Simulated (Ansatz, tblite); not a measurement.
**Ge(OH)H3 (GeH4O): a ladder of methods and basis sets**

One table from this session's results is given with a row withheld; the runs are named, their logs left out.

Method: as each input shows; program: Ansatz 0.2.0, Gaussian basis.

Levels to be run: GFN1-xTB, GFN2-xTB, PBE-D4/def2-TZVP, r2SCAN-D4/def2-TZVP, BLYP-D4/def2-TZVP, LDA/def2-TZVP, CAM-B3LYP-D4/def2-TZVP, BHLYP-D4/def2-TZVP, B97M-V/def2-TZVP, HSE06-D4/def2-TZVP, r2SCANh-D4/def2-TZVP, PBE-D4/def2-SVP, PBE0-D4/def2-SVP, HF/STO-3G, PBE0-D4/def2-TZVPD, PBE-D4/def2-TZVPD, r2SCAN-D4/def2-TZVPD, CCSD(T)/def2-TZVPP, MP2/def2-TZVP, RPA/def2-TZVP, CCSD(T)/def2-TZVPD.

### The geometry

The singlet was relaxed beforehand with PBE-D4/def2-TZVP.

6 atoms, charge 0, spin multiplicity 1.

Bond lengths: Ge1–O2 1.807 Å, Ge1–H4 1.552 Å, Ge1–H5 1.552 Å, Ge1–H6 1.541 Å, O2–H3 0.971 Å. Angles: O2–Ge1–H4 110.1°, O2–Ge1–H5 110.1°, O2–Ge1–H6 103.7°, H4–Ge1–H5 109.7°, H4–Ge1–H6 111.6°, H5–Ge1–H6 111.6°, Ge1–O2–H3 110.9°.

PBE0-D4/def2-TZVP was run before; its log isn't repeated, and its numbers join the tables.

The first run:

Tight binding, by tblite at 300 K electronic temperature and without a spin-polarisation term:

```python
tblite.interface.Calculator('GFN1-xTB', numbers, positions, charge=0, uhf=0).singlepoint()
```

Tight binding, by tblite at 300 K electronic temperature and without a spin-polarisation term:

```python
tblite.interface.Calculator('GFN2-xTB', numbers, positions, charge=0, uhf=0).singlepoint()
```

start.molden holds the orbitals of an earlier run on this state, given as this run's starting guess.

in.yaml

```yaml
crystal:
  periodic: [false, false, false]
  atoms:
    - {symbol: Ge, position_ang: [-0.065570, -0.122936, -0.421976]}
    - {symbol: O, position_ang: [-0.080673, -0.121771, 1.384950]}
    - {symbol: H, position_ang: [0.361782, 0.668906, 1.734888]}
    - {symbol: H, position_ang: [1.396632, -0.122509, -0.943057]}
    - {symbol: H, position_ang: [-0.813791, 1.125222, -0.962182]}
    - {symbol: H, position_ang: [-0.798391, -1.426902, -0.792623]}
basis:
  gaussian: {orbitals: def2-TZVP, initial_orbitals: start.molden}
hamiltonian: {xc: pbe, dispersion: d4}
scf: {omitted_lower_state_checks: [starts]}
output: {orbitals: {seedname: orbitals}}
```

Started as:

```bash
$ ansatz run in.yaml --threads 4 --pin off --events-out ev --progress --plain --max-ram 3916MiB
```

Among the steps run: PBE-D4/def2-TZVP; r2SCAN-D4/def2-TZVP; BLYP-D4/def2-TZVP; LDA/def2-TZVP; CAM-B3LYP-D4/def2-TZVP; BHLYP-D4/def2-TZVP; B97M-V/def2-TZVP; HSE06-D4/def2-TZVP; r2SCANh-D4/def2-TZVP; PBE-D4/def2-SVP; PBE0-D4/def2-SVP; HF/STO-3G; PBE0-D4/def2-TZVPD; PBE-D4/def2-TZVPD; r2SCAN-D4/def2-TZVPD; CCSD(T)/def2-TZVPP; MP2/def2-TZVP; RPA/def2-TZVP; CCSD(T)/def2-TZVPD.

One of the session's tables, all rows but one given; the rest of the session is left out.

It belongs to the step «Levels side by side». 

| level | HOMO (eV) | LUMO (eV) | gap (eV) |
| --- | --- | --- | --- |
| HF/STO-3G | -9.19 | 11.76 | 20.95 |
| LDA/def2-TZVP | -6.91 | -1.09 | 5.82 |
| PBE-D4/def2-SVP | -6.50 | -0.52 | 5.98 |
| PBE-D4/def2-TZVP | -6.79 | -0.85 | 5.94 |
| PBE-D4/def2-TZVPD | -6.88 | -1.16 | 5.73 |
| BLYP-D4/def2-TZVP | ? | ? | ? |
| r2SCAN-D4/def2-TZVP | -7.17 | -0.42 | 6.75 |
| r2SCAN-D4/def2-TZVPD | -7.23 | -0.65 | 6.58 |
| B97M-V/def2-TZVP | -7.31 | -0.64 | 6.67 |
| r2SCANh-D4/def2-TZVP | -7.77 | -0.12 | 7.65 |
| PBE0-D4/def2-SVP | -8.20 | 0.38 | 8.58 |
| PBE0-D4/def2-TZVP | -8.41 | 0.04 | 8.45 |
| PBE0-D4/def2-TZVPD | -8.46 | -0.36 | 8.10 |
| HSE06-D4/def2-TZVP | -8.00 | -0.34 | 7.66 |
| BHLYP-D4/def2-TZVP | -9.93 | 0.82 | 10.75 |
| CAM-B3LYP-D4/def2-TZVP | -9.86 | 0.95 | 10.81 |

Estimate the missing values for BLYP-D4/def2-TZVP.

As computed: HOMO (eV): -6.71; LUMO (eV): -0.82; gap (eV): 5.89. In the column «HOMO (eV)» it lies between PBE-D4/def2-TZVP (-6.79) and PBE-D4/def2-SVP (-6.50).
